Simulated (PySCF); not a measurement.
# A diatomic session: WS

Aim: find the lowest electronic state of WS, scan its bond at several levels of theory, and get bond length, wavenumber and dissociation energy from each curve.

Method: W def2-TZVPP with ECP60, S def2-TZVPP, scalar-relativistic core potentials; program: PySCF 2.14.0.

### Step 1. The job

The job is set up so:

```
atoms                         : W, S
charge                        : 0
basis                         : W def2-TZVPP with ECP60, S def2-TZVPP
Hamiltonian                   : scalar-relativistic core potentials
basis functions               : 98
electrons treated             : 30
masses in u                   : 183.9509, 31.9721
levels                        : PBE0, PBE, r²SCAN, M06-L, B2PLYP, r²SCANh, TPSSh, CAM-B3LYP, HF, MP2, SCS-MP2, CCSD, CCSD(T)
grid                          : 80 radial by 434 angular points
occupations                   : held fixed by the projection of orbital angular momentum
dissociation limit            : W + S, each in its ground configuration
starting distance in angstrom : 2.270
values of 2S to try           : 0, 2, 4, 6, 8
```

On the command line:

```console
$ OMP_NUM_THREADS=2 python dia.py task.json out
```

After this run come: First curve: PBE0; Higher solutions at PBE0; PBE; r²SCAN (meta-GGA); M06-L (meta-GGA); B2PLYP (double hybrid); r²SCANh; TPSSh; CAM-B3LYP; ROHF (mean field); Correlated methods on the Hartree–Fock reference.

**Question.** What will these runs give? Wanted: for each run, Re; ωe; De; μ.

As calculated:

Lowest PBE0 solution found, without spin–orbit coupling: ⁵Π (quintet), unpaired electrons σ ↑, π ↑, δ ↑↑. State 2 has its PBE0 minimum 0.22 eV higher. State 3 has its PBE0 minimum 0.50 eV higher, as a spin-mixed determinant (⟨S²⟩ = 1.00), so this is no gap between pure states. State 4 has its PBE0 minimum 0.89 eV higher, as a spin-mixed determinant (⟨S²⟩ = 2.82), so this is no gap between pure states. The other levels ran on the lowest alone.

```csv
level,Re (Å),ωe (cm⁻¹),De (eV),μ (D)
ROHF,2.135,543,2.75,-5.66
ROHF-MP2,2.103,557,5.03,n/a
ROHF-SCS-MP2,2.113,549,4.63,n/a
ROHF-CCSD,2.130,528,4.39,n/a
ROHF-CCSD(T),2.140,511,4.74,n/a
PBE,2.136,506,5.46,-3.27
r²SCAN,2.134,508,5.24,-3.68
M06-L,2.141,511,4.89,-3.66
TPSSh,2.136,510,5.12,-3.74
r²SCANh,2.131,510,5.08,-3.83
PBE0,2.125,517,5.07,-3.83
CAM-B3LYP,2.123,529,4.55,-4.04
```

De is counted to W + S in their ground configurations. A positive dipole means W(−)S(+). No constants: B2PLYP (the points don't follow one smooth fit).

What this shows: The methods spread over 0.038 Å in bond length, from ROHF-MP2 to M06-L. Of the levels with a De here, ROHF gives the least (2.75 eV) and PBE the most (5.46 eV).

Correlated steps freeze 5 core orbitals. Spin–orbit coupling is left out, which matters for elements this heavy, above all for dissociation energies. B2PLYP dipoles, levels and charges come from its SCF part alone. With d or f electrons several states lie close, and the lowest PBE0 determinant need not be the measured ground state. T1 is 0.043 near the minimum (highest on the curve 0.091), which may point to more than one leading configuration. At some levels the lowest empty orbital lies below the highest filled one (the two can be of opposite spin). With spin–orbit coupling the term label itself may not hold.
